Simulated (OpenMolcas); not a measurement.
# Sm²⁺ among point charges: CASSCF levels and susceptibility

Aim: the splitting of the states of Sm²⁺ in the field of 8 point charges, its lowest levels with spin-orbit coupling and its magnetic susceptibility.

Program: OpenMolcas 26.06. Level of theory: state-averaged CASSCF, spin-orbit coupling by RASSI with atomic mean-field integrals. These are calculated values, not measurements, unless marked.

## 1. The atom as given

| Item | Value |
| --- | --- |
| Species | Sm²⁺ (samarium, Z = 62, 60 electrons) |
| Basis | ANO-RCC-VDZP [7s6p4d2f1g], 68 functions |
| Scalar Hamiltonian | DKH2, point nucleus |
| Inactive shells | 1s 2s 2p 3s 3p 3d 4s 4p 4d 5s 5p |
| Active space | 6 electrons in 7 orbitals (4f) |
| Some configurations of this space | 4f6 |
| Orbitals | optimised for the highest spin of each parity, averaged over all roots |

Outer shells as boxes (Hund's rule):

4f6
```
4f [↑ ][↑ ][↑ ][↑ ][↑ ][↑ ][  ]
```

The ion sits among 8 point charges of -1 e arranged as a hexagonal bipyramid (D6h), 2.78 Å from the ion.

Each step is its own input file, run in one work folder so that later steps find the files of earlier ones. Labels, J, g values, rates, χT and fits are worked out afterwards by a script from the matrices that RASSI stores. The input lists half of the charges; inversion (Group=XYZ) makes the rest.

## 2. Basis and integrals

a.inp reads:

```
&GATEWAY
Coord
1

Sm 0.0 0.0 0.0
Basis=ANO-RCC-VDZP
Group=XYZ
NoMove
AngMom=0.0 0.0 0.0
AMFI
XField
4 Angstrom 0
2.780000 0.000000 0.000000 -1.000000
1.390000 2.407551 0.000000 -1.000000
1.390000 -2.407551 0.000000 -1.000000
0.000000 0.000000 2.780000 -1.000000
&SEWARD
```

Run with:

```bash
> OMP_NUM_THREADS=1 MOLCAS_MEM=2252 MOLCAS_PROJECT=a pymolcas a.inp > a.log
```

## 3. CASSCF: septets of even parity, 7 roots

a.inp reads:

```
&RASSCF
FileOrb=start.orb
Symmetry=1
Spin=7
nActEl=6 0 0
Inactive=15 12
Ras2=0 7
CIRoot=7 7 1
SDav=7
CIMx=300
Iter=120 100
PrWF=0.3
OrbListing=Nothing
MaxOrb=0
>>> COPY $Project.JobIph JOB001
```

start.orb holds the contracted functions of the basis, ordered by shell, or the orbitals of the step before.

## 4. CASSCF: quintets of even parity, 140 roots

a.inp reads:

```
&RASSCF
FileOrb=start.orb
Symmetry=1
Spin=5
nActEl=6 0 0
Inactive=15 12
Ras2=0 7
CIRoot=140 140 1
SDav=140
CIMx=300
Iter=120 100
PrWF=0.3
OrbListing=Nothing
MaxOrb=0
CIOnly
>>> COPY $Project.JobIph JOB002
```

## 5. Reference wave functions, triplets of even parity, 162 roots

a.inp reads:

```
&RASSCF
FileOrb=start.orb
Symmetry=1
Spin=3
nActEl=6 0 0
Inactive=15 12
Ras2=0 7
CIRoot=162 162 1
SDav=588
CIMx=300
Iter=120 100
PrWF=0.3
OrbListing=Nothing
MaxOrb=0
CIOnly
>>> COPY $Project.JobIph JOB003
```

## 6. Reference wave functions, singlets of even parity, 162 roots

a.inp reads:

```
&RASSCF
FileOrb=start.orb
Symmetry=1
Spin=1
nActEl=6 0 0
Inactive=15 12
Ras2=0 7
CIRoot=162 162 1
SDav=490
CIMx=300
Iter=120 100
PrWF=0.3
OrbListing=Nothing
MaxOrb=0
CIOnly
>>> COPY $Project.JobIph JOB004
```

## 7. State interaction with spin-orbit coupling

a.inp reads:

```
&RASSI
NrOfJobIphs=3 7 86 77
1 2 3 4 5 6 7
1 2 3 4 5 6 7 8 9 10 11 12 13 14 15 16 17 18 19 20 21 22 23 24 25 26 27
28 29 30 31 32 33 34 35 36 37 38 39 40 41 42 43 44 45 46 47 48 49 50 51
52 53 54 55 56 57 58 59 60 61 62 63 64 65 66 67 68 69 70 71 72 73 74 75
76 77 78 79 80 81 82 83 84 85 86
1 2 3 4 5 6 7 8 9 10 11 12 13 14 15 16 17 18 19 20 21 22 23 24 25 26 27
28 29 30 31 32 33 34 35 36 37 38 39 40 41 42 43 44 45 46 47 48 49 50 51
52 53 54 55 56 57 58 59 60 61 62 63 64 65 66 67 68 69 70 71 72 73 74 75
76 77
IphNames
JOB001
JOB002
JOB003
EJob
SpinOrbit
DIPRint=1.0
SOCoupling=1000.0
Subsets=2
Property=9
'ANGMOM' 1 'ANGMOM' 2 'ANGMOM' 3 'MLTPL  1' 1 'MLTPL  1' 2 'MLTPL  1' 3
'AMFI' 1 'AMFI' 2 'AMFI' 3
SOProperty=3
'ANGMOM' 1 'ANGMOM' 2 'ANGMOM' 3
```

Before running it: what results should come out? Wanted: spin-free ground state; first state of the same spin within the active space; lowest level; next level.

As calculated:

| quantity | value |
| --- | --- |
| method | CASSCF |
| spin-free ground state | septet, 1-fold in its orbital part |
| first state of the same spin within the active space | septet at 57.2 cm⁻¹ |
| lowest level | 1-fold |
| next level | 103.2 cm⁻¹ |
| χT at 300 K | 1.60 cm³ K/mol |
| effective moment at 300 K | 3.58 μB |

In words: The spin-free ground state (septet) comes to 100 % from free-ion F terms and keeps the highest spin of the shell. The quintets, triplets, singlets rest on orbitals optimised for another spin in at least one step, which raises them against the optimised states. Not all states of the active space went into the spin-orbit step. High states of lower spin are left out of the spin-orbit mixing, and CASSCF puts spin-flip levels too high. Point charges carry no covalency, so the field is a model and not that of real ligands.
